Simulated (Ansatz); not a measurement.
# CoAsSe3: the cost of one run

Method: reference: DFT PBE, plane waves, PAW, scalar-relativistic, no spin polarisation, in Ansatz 0.2.0.

**1. The structure to begin with**

Symmetry: R3, No. 146, trigonal system. The conventional cell has a = 6.414 Å, b = 6.414 Å, c = 20.272 Å, α = 90.00°, β = 90.00°, γ = 120.00°. As (site symmetry 3) has 1 As at 2.29 Å and 3 Se at 2.33 Å as nearest neighbours. Co (site symmetry 3) has 6 Se at 2.72 to 2.75 Å as nearest neighbours. Co (site symmetry 3) has 6 Se at 2.61 to 2.75 Å as nearest neighbours. Around Se (site symmetry 1) lie 1 As at 2.33 Å and 2 Co at 2.61 to 2.72 Å. As (site symmetry 3) has 3 Se at 2.21 Å and 1 As at 2.29 Å as nearest neighbours. Around Se (site symmetry 1) lie 1 As at 2.21 Å and 2 Co at 2.75 Å.

As a file:

```cif
data_structure
_symmetry_space_group_name_H-M 'R3:H'
_symmetry_Int_Tables_number 146
_cell_length_a 6.4142
_cell_length_b 6.4142
_cell_length_c 20.2717
_cell_angle_alpha 90.000
_cell_angle_beta 90.000
_cell_angle_gamma 120.000
_cell_volume 722.29
loop_
_atom_site_label
_atom_site_type_symbol
_atom_site_symmetry_multiplicity
_atom_site_Wyckoff_symbol
_atom_site_fract_x
_atom_site_fract_y
_atom_site_fract_z
_atom_site_occupancy
As1 As 3 a 0.33333 0.66667 0.10977 1
Co1 Co 3 a 0.00000 0.00000 0.16870 1
Co2 Co 3 a 0.66667 0.33333 0.16753 1
Se1 Se 9 b 0.34490 0.31770 0.08540 1
As2 As 3 a 0.33333 0.66667 0.22297 1
Se2 Se 9 b 0.33517 0.99883 0.25333 1
```

**2. Baseline**

File input.yaml:

```yaml
crystal:
  lattice:
    - [6.414247, 0.0, 0.0]
    - [-3.207123, 5.554902, 0.0]
    - [-3.207123, 1.851634, 6.757227]
  atoms:
    - { symbol: As, position: [0.5569, 0.4431, 0.6707] }
    - { symbol: Co, position: [0.8313, 0.1687, 0.4939] }
    - { symbol: Co, position: [0.1658, 0.8342, 0.4974] }
    - { symbol: Se, position: [0.5697, 0.0582, 0.7438] }
    - { symbol: Se, position: [0.9418, 0.7677, 0.7438] }
    - { symbol: Se, position: [0.2323, 0.4303, 0.7438] }
    - { symbol: As, position: [0.4437, 0.5563, 0.3311] }
    - { symbol: Se, position: [0.4115, 0.917, 0.24] }
    - { symbol: Se, position: [0.083, 0.2545, 0.24] }
    - { symbol: Se, position: [0.7455, 0.5885, 0.24] }
  symmetry: { tolerance: 0.0003 }
kpoints:
  mp_grid: { grid: [4, 4, 4], shift: [0, 0, 0] }
magnetization:
  spin_polarized: false
scf:
  occupations: { method: fermi_dirac }
hamiltonian:
  pseudopotentials: { kind: paw }
  xc: pbe
basis:
  ecutwfc: 420
output:
  forces: true
  stress: true
  eigenvalues: true
```

Run with:

```sh
ansatz run input.yaml --threads 1 --pin off --max-ram 2560MiB --backend cpu --events-out ev --progress --plain --runs-dir out
```

Q: Estimate wall time and peak memory on 1 thread of Arm Neoverse V2, shared host.

About 24 s, with a peak of 0.6 GiB.
